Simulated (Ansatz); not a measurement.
**C6H3F3: basis-set convergence**

How large a basis does C6H3F3 need? Two functionals are run in growing sets.

Computed with Ansatz 0.2.0, Gaussian basis. Level: one geometry, several basis sets.

Levels to be run: PBE0-D4/def2-SVP; ωB97M-V/def2-SVP; PBE0-D4/def2-QZVPP; ωB97M-V/def2-QZVPP; the functionals' def2-TZVPP values are taken from earlier runs.

## Step 1: The relaxed structure

All runs share one geometry, relaxed beforehand with PBE0-D4 in a triple-zeta def2 set.

SMILES `Fc1ccc(F)c(F)c1`, 12 atoms, charge 0, spin multiplicity 1.

Atoms are counted from 1 here; the program's logs count them from 0.

Bond lengths: F1–C2 1.336 Å, C2–C3 1.380 Å, C2–C9 1.382 Å, C3–C4 1.387 Å, C3–H10 1.082 Å, C4–C5 1.379 Å, C4–H11 1.083 Å, C5–F6 1.332 Å, C5–C7 1.387 Å, C7–F8 1.329 Å, C7–C9 1.380 Å, C9–H12 1.082 Å. Angles: F1–C2–C3 119.2°, F1–C2–C9 118.4°, C3–C2–C9 122.3°, C2–C3–C4 118.7°, C2–C3–H10 119.9°, C4–C3–H10 121.4°, C3–C4–C5 120.0°, C3–C4–H11 121.2°, C5–C4–H11 118.8°, C4–C5–F6 120.6°, C4–C5–C7 120.2°, F6–C5–C7 119.3°, C5–C7–F8 119.3°, C5–C7–C9 120.8°, F8–C7–C9 119.9°, C2–C9–C7 118.0°, C2–C9–H12 121.4°, C7–C9–H12 120.6°.

## Step 2: PBE0-D4 in def2-SVP

Contents of in.yaml:

```yaml
crystal:
  periodic: [false, false, false]
  atoms:
    - {symbol: F, position_ang: [2.493890, -0.690732, 0.830002]}
    - {symbol: C, position_ang: [1.272406, -0.346846, 0.410803]}
    - {symbol: C, position_ang: [1.134105, 0.312060, -0.793874]}
    - {symbol: C, position_ang: [-0.139166, 0.663615, -1.217917]}
    - {symbol: C, position_ang: [-1.235179, 0.354170, -0.440478]}
    - {symbol: F, position_ang: [-2.462863, 0.686329, -0.836630]}
    - {symbol: C, position_ang: [-1.068625, -0.308645, 0.766349]}
    - {symbol: F, position_ang: [-2.136826, -0.598445, 1.502061]}
    - {symbol: C, position_ang: [0.188813, -0.667544, 1.206991]}
    - {symbol: H, position_ang: [2.009339, 0.543856, -1.386111]}
    - {symbol: H, position_ang: [-0.294223, 1.181417, -2.156142]}
    - {symbol: H, position_ang: [0.315327, -1.184535, 2.148945]}
basis:
  gaussian: {orbitals: def2-SVP}
hamiltonian: {xc: pbe0, dispersion: d4}
output: {orbitals: {seedname: orbitals}}
```

Run with:

```
ansatz run in.yaml --threads 4 --pin off --events-out ev --progress --plain --max-ram 11315MiB
```

Further steps of the session: ωB97M-V in def2-SVP; PBE0-D4 in def2-QZVPP; ωB97M-V in def2-QZVPP.

Before running them: what should the planned runs give, taken together? Wanted: PBE0-D4: double and triple zeta above quadruple; ωB97M-V: double and triple zeta above quadruple.

As calculated:

| quantity | value |
| --- | --- |
| PBE0-D4: double and triple zeta above quadruple | 17.38, 0.73 eV |
| ωB97M-V: double and triple zeta above quadruple | 17.77, 0.68 eV |

What this shows: PBE0-D4 gains 16.65 eV from double to triple zeta, then 0.73 eV more. These are total energies; as a rule much of such shifts cancels in differences, which this series doesn't test.
